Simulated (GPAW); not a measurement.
# Al in GPAW: settings compared, part 2 of 2

GPAW 26.7.0. Earlier steps stand in the parts before.

## 3. Density of states, PBEsol (the (1 1 1) slab of Al, cut from the database cell, not relaxed)

File run.py:

```python
import numpy as np
from ase.dft.bandgap import bandgap
from ase.io import read, write
from gpaw import GPAW, PW, setup_paths

setup_paths.insert(0, '.')

atoms = read('Al.xyz')
atoms.pbc = (True, True, False)

calc = GPAW(mode=PW(450),
            xc='PBEsol',
            kpts={'size': (11, 11, 1), 'gamma': True},
            occupations={'name': 'fermi-dirac', 'width': 0.05},
            nbands=19,
            convergence={'density': 1e-05, 'energy': 1e-05},
            eigensolver='ppcg',
            maxiter=60,
            poissonsolver={'dipolelayer': 'xy'},
            txt='gpaw.txt')
atoms.calc = calc
energy = atoms.get_potential_energy()
forces = atoms.get_forces()
calc.write('gs.gpw')
write('result.traj', atoms)
print(f'Energy: {energy:.6f} eV')
print('Forces (eV/A):')
print(forces.round(4))
print('Fermi level:', round(calc.get_fermi_level(), 4), 'eV')
print(f'Gap: {bandgap(calc)[0]:.4f} eV, direct: {bandgap(calc, direct=True)[0]:.4f} eV')

dense = calc.fixed_density(kpts={'size': (16, 16, 1), 'gamma': True}, update_fermi_level=True,
                           nbands=44, convergence={'bands': 'CBM+6.0', 'eigenstates': 1e-6}, txt='dos.txt')
ef = dense.get_fermi_level()
dos = dense.dos(shift_fermi_level=False)
energies = np.linspace(ef - 14, ef + 6, 401)
spins = [None]
columns = [energies] + [dos.raw_dos(energies, spin=s, width=0.2) for s in spins]
for symbol, l in [('Al', 0), ('Al', 1), ('Al', 2)]:
    for s in spins:
        columns.append(sum(dos.raw_pdos(energies, a=a.index, l=l, spin=s, width=0.2)
                           for a in atoms if a.symbol == symbol))
np.savetxt('dos.dat', np.array(columns).T, fmt='%.4f')
print('Fermi level on the dense mesh:', round(ef, 4), 'eV')
```

File Al.xyz:

```xyz
5
Lattice="2.8623399660 -0.0000000000 0.0000000000 -1.4311699830 2.4788591248 -0.0000000000 0.0000000000 0.0000000000 24.3483631827" Properties=species:S:1:pos:R:3 pbc="T T T"
Al     1.4311699830      0.8262863749      7.5000000000
Al     0.0000000000      1.6525727499      9.8370907957
Al     0.0000000000      0.0000000000     12.1741815913
Al     1.4311699830      0.8262863749     14.5112723870
Al     0.0000000000      1.6525727499     16.8483631827
```

Potentials or basis: PAW data sets generated in the run's folder for this functional, pw.

Run with:

```sh
> gpaw-setup -f PBEsol Al
> OMP_NUM_THREADS=1 python run.py
```

gpaw.txt:

```text
__  _  _
 | _ |_)|_||  |
 |__||  | ||/\| - 26.7.0

Input parameters:
  mode=PW(ecut=450.00000000000006),
  convergence={'density': 1e-05, 'energy': 1e-05},
  eigensolver=PPCG(niter=2, min_niter=1, max_buffer_mem=209715200, blocksize=None, rr_modulo=5, include_cg=True, promote_inner_dtype=False, tolerances=None),
  kpts=MonkhorstPack(size=(11, 11, 1), gamma=True),
  maxiter=60,
  nbands=19,
  occupations=Occupations(name='fermi-dirac', width=0.05),
  poissonsolver=PoissonSolver(dipolelayer='xy'),
  xc=XC(name='PBEsol')

Diagonalizing LCAO Hamiltonian
Converting LCAO to pw mode

        Al

           Al

       Al

        Al

           Al

Atoms  # Å, Bohr magnetons
|   | symbol |        x |        y |         z |    initial magnetic moments |
|---|--------|----------|----------|-----------|-----------------------------|
| 0 |     Al | 1.431170 | 0.826286 |  7.500000 | ( 0.0000,  0.0000,  0.0000) |
| 1 |     Al | 0.000000 | 1.652573 |  9.837091 | ( 0.0000,  0.0000,  0.0000) |
| 2 |     Al | 0.000000 | 0.000000 | 12.174182 | ( 0.0000,  0.0000,  0.0000) |
| 3 |     Al | 1.431170 | 0.826286 | 14.511272 | ( 0.0000,  0.0000,  0.0000) |
| 4 |     Al | 0.000000 | 1.652573 | 16.848363 | ( 0.0000,  0.0000,  0.0000) |

Unit cell  # Å
| periodic |         x |         y |         z |   lengths |     angles |
|----------|-----------|-----------|-----------|-----------|------------|
|      yes |  2.862340 | -0.000000 |  0.000000 |  2.862340 |  90.000000 |
|      yes | -1.431170 |  2.478859 | -0.000000 |  2.862340 |  90.000000 |
|       no |  0.000000 |  0.000000 | 24.348363 | 24.348363 | 120.000000 |

Number of symmetries: 12
Symmetry operations  # r_c * U_cc + t_c -> r_c
|    | kind |            matrix            |
|----|------|------------------------------|
|  0 |  σ   |  1, 1, 0,  0,-1, 0,  0, 0, 1 |
|  1 |  S6  |  1, 1, 0, -1, 0, 0,  0, 0,-1 |
|  2 |  E   |  1, 0, 0,  0, 1, 0,  0, 0, 1 |
|  3 |  C2  |  1, 0, 0, -1,-1, 0,  0, 0,-1 |
|  4 |  C2  |  0, 1, 0,  1, 0, 0,  0, 0,-1 |
|  5 |  C3  |  0, 1, 0, -1,-1, 0,  0, 0, 1 |
|  6 |  S6  |  0,-1, 0,  1, 1, 0,  0, 0,-1 |
|  7 |  σ   |  0,-1, 0, -1, 0, 0,  0, 0, 1 |
|  8 |  σ   | -1, 0, 0,  1, 1, 0,  0, 0, 1 |
|  9 |  i   | -1, 0, 0,  0,-1, 0,  0, 0,-1 |
| 10 |  C3  | -1,-1, 0,  1, 0, 0,  0, 0, 1 |
| 11 |  C2  | -1,-1, 0,  0, 1, 0,  0, 0,-1 |

BZ-sampling:
  Number of BZ points: 121
  Number of IBZ points: 16

  Monkhorst-Pack size: [11, 11, 1]
  Monkhorst-Pack shift: [0, 0, 0]

K-points  # in reciprocal-cell coordinates
|     |                                coordinates |     weight |
|-----|--------------------------------------------|------------|
|   0 | (  0.00000000,   0.00000000,   0.00000000) | 0.00826446 |
|   1 | (  0.09090909,   0.00000000,   0.00000000) | 0.04958678 |
|   2 | (  0.18181818,  -0.09090909,   0.00000000) | 0.04958678 |
|   3 | (  0.18181818,   0.00000000,   0.00000000) | 0.04958678 |
|   4 | (  0.27272727,  -0.09090909,   0.00000000) | 0.09917355 |
|   5 | (  0.27272727,   0.00000000,   0.00000000) | 0.04958678 |
|   6 | (  0.36363636,  -0.18181818,   0.00000000) | 0.04958678 |
|   7 | (  0.36363636,  -0.09090909,   0.00000000) | 0.09917355 |
|   8 | (  0.36363636,   0.00000000,   0.00000000) | 0.04958678 |
|   9 | (  0.36363636,   0.36363636,   0.00000000) | 0.04958678 |
| ... |                                            |            |
|  15 | (  0.45454545,   0.45454545,   0.00000000) | 0.04958678 |

Plane wave coefficients: 3807
Cutoff: 450.00000000000006 eV

Spin-components: 1 (collinear spins)
Bands:           19
Projectors:      25
Spin-degeneracy: 2
Datatype:        complex128

Density:
  Valence electrons: 15.0
  Components: 1
  Grid points: [ 15  15 120]
  Charge: 0.0  # |e|

Potential:
  Grid points: [ 15  15 120]

species:
  Al:
    name:    Aluminium
    Z:       13.0
    valence: 3
    core:    10
    charge:  0.0  # [|e|]
    compensation charges:
      type: gauss
      rc: 0.34  # [Å]
      lmax: 2
    cutoffs:
      filter: 1.91  # [Å]
      core: 2.36  # [Å]
    projectors
    | kind |    occ | energy [eV] | rcut [Å] |
    |------|--------|-------------|----------|
    |   3s |  2.000 |      -7.715 |    1.085 |
    |   3p |  1.000 |      -2.689 |    1.085 |
    |    s |        |      19.497 |    1.085 |
    |    p |        |      24.522 |    1.085 |
    |    d |        |       0.000 |    1.085 |

    Using partial waves for Al as LCAO basis

Reference energy: -32950.638634  # eV

eigensolver:
  PPCG
  Converge bands: occupied
  niter=2

density mixing:
  MSR1-Mixer
  Pratt-step length: 0.05
  Maximum mixing coefficient: 0.75
  Old densities: 10
  SVD Regularization: 0.005
  Good broyden scale: 1.0
  Trust region scale: 1.0
  Backstep threshold: 4.0
  History deletion threshold: 6.0
  Fourier metric: weight=20.0, sigma=0.015

occupation numbers:
  Fermi-Dirac:
    width: 0.0500  # eV

<gpaw.new.pw.poisson.DipoleLayerPWPoissonSolver object>
xc functional:
  name: PBEsol with 2 nearest neighbor stencil

convergence criteria:
- Maximum integral of absolute [dens]ity change: 1e-05 electrons / valence electron
- Maximum [total energy] change in last 3 cyles: 1e-05 eV / valence electron
- Maximum integral of absolute [eigenst]ate change: 4e-08 eV^2 / valence electron
maximum number of iterations: 60

SCF iterations
|iter     | |      energy | eigst |  dens |
|---------|-|-------------|-------|-------|
|iter:   1| |  -19.773654 | -0.14 |       |
|iter:   2| |  -19.661454 | -1.61 | -0.89 |
|iter:   3| |  -19.854132 | -2.41 | -0.95 |
|iter:   4| |  -19.569645 | -2.83 | -1.03 |
|iter:   5| |  -19.544829 | -3.17 | -1.39 |
|iter:   6| |  -19.544161 | -4.17 | -2.11 |
|iter:   7| |  -19.544019 | -5.24 | -2.66 |
|iter:   8| |  -19.544065c| -6.19 | -3.20 |
|iter:   9| |  -19.544049c| -7.04 | -3.58 |
|iter:  10| |  -19.544051c| -7.73c| -4.44 |
|iter:  11| |  -19.544051c| -8.28c| -5.16c|

Converged in 11 steps
Energy contributions relative to reference atoms: (reference = -32950.638634)

Energy contributions:
  Kinetic:          16.242408
  Coulomb:          -8.312721
  Zero:             -0.028491
  External:          0.000000
  Xc:              -27.434448
  Entropy:          -0.021597
  Spinorbit:         0.000000
  ----------------------------
  Free energy:     -19.554849
  Extrapolated:    -19.544051

dipole moment: (-2.459609, -4.260168, -0.000030)  # |e|*Ang

Fermi level: 1.325
Eigenvalues  # (at kpt = [0.000, 0.000, 0.000])
| band index |      eig [eV] | occ [0-2] |
|------------|---------------|-----------|
|          0 |        -9.562 |     2.000 |
|          1 |        -8.856 |     2.000 |
|          2 |        -7.750 |     2.000 |
|          3 |        -6.212 |     2.000 |
|          4 |        -4.307 |     2.000 |
|          5 |        -2.275 |     2.000 |
|          6 |         0.138 |     2.000 |
|          7 |         2.507 |     0.000 |
|          8 |         4.360 |     0.000 |
|          9 |         5.420 |     0.000 |
|         10 |         5.572 |     0.000 |
|         11 |         7.331 |     0.000 |
|         12 |         7.470 |     0.000 |
|         13 |        10.040 |     0.000 |
|         14 |        10.119 |     0.000 |
|        ... |               |           |
|         18 |        12.247 |     0.000 |

No gap
No difference between direct/indirect transitions
vacuum-level: 5.411  # V
Workfunctions: 4.086, 4.086 eV (top, bottom)

Forces  # eV/Ang
|        x |        y |        z |
|----------|----------|----------|
| -0.00000 | -0.00000 |  0.00551 |  # Al   0
| -0.00000 |  0.00000 |  0.08569 |  # Al   1
| -0.00000 |  0.00000 |  0.00000 |  # Al   2
|  0.00000 |  0.00000 | -0.08569 |  # Al   3
|  0.00000 |  0.00000 | -0.00551 |  # Al   4

# Writing to gs.gpw (mode='')
```

Wall time 63 s (1 thread of Arm Neoverse V1, shared host); peak memory 0.32 GiB.

What came out:

```
Free energy                          : -19.5548 eV
Largest force                        : 0.086 eV/Å
Band gap on the k mesh               : none (metal or under the smearing width)
Density of states at the Fermi level : 2.46 states/eV per cell
```

Forces on the atoms (eV/Å):
```
Al   0.000  0.000  0.006
Al   0.000  0.000  0.086
Al   0.000  0.000  0.000
Al   0.000  0.000 -0.086
Al   0.000  0.000 -0.006
```

Levels at points of the mesh, in eV from the Fermi level:
```
           k point  band 3  band 4  band 5  band 6  band 7  band 8  band 9  band 10  band 11  band 12
(0.00, 0.00, 0.00)   -9.07   -7.54   -5.63   -3.60   -1.19    1.18    3.03     4.09     4.25     6.01
```

States per cell in windows of 0.5 eV (zero at the Fermi level; states under -8 eV left out):
| from (eV) | total |
| --- | --- |
| -8.0 | 0.43 |
| -7.5 | 0.64 |
| -7.0 | 0.57 |
| -6.5 | 0.68 |
| -6.0 | 0.65 |
| -5.5 | 0.75 |
| -5.0 | 0.79 |
| -4.5 | 0.81 |
| -4.0 | 0.80 |
| -3.5 | 1.05 |
| -3.0 | 0.88 |
| -2.5 | 1.03 |
| -2.0 | 0.87 |
| -1.5 | 0.86 |
| -1.0 | 1.21 |
| -0.5 | 1.07 |
| 0.0 | 1.11 |
| 0.5 | 1.09 |
| 1.0 | 1.16 |
| 1.5 | 1.35 |
| 2.0 | 1.21 |
| 2.5 | 1.42 |
| 3.0 | 1.50 |
| 3.5 | 1.26 |
| 4.0 | 1.72 |
| 4.5 | 1.66 |
| 5.0 | 1.64 |
| 5.5 | 1.93 |
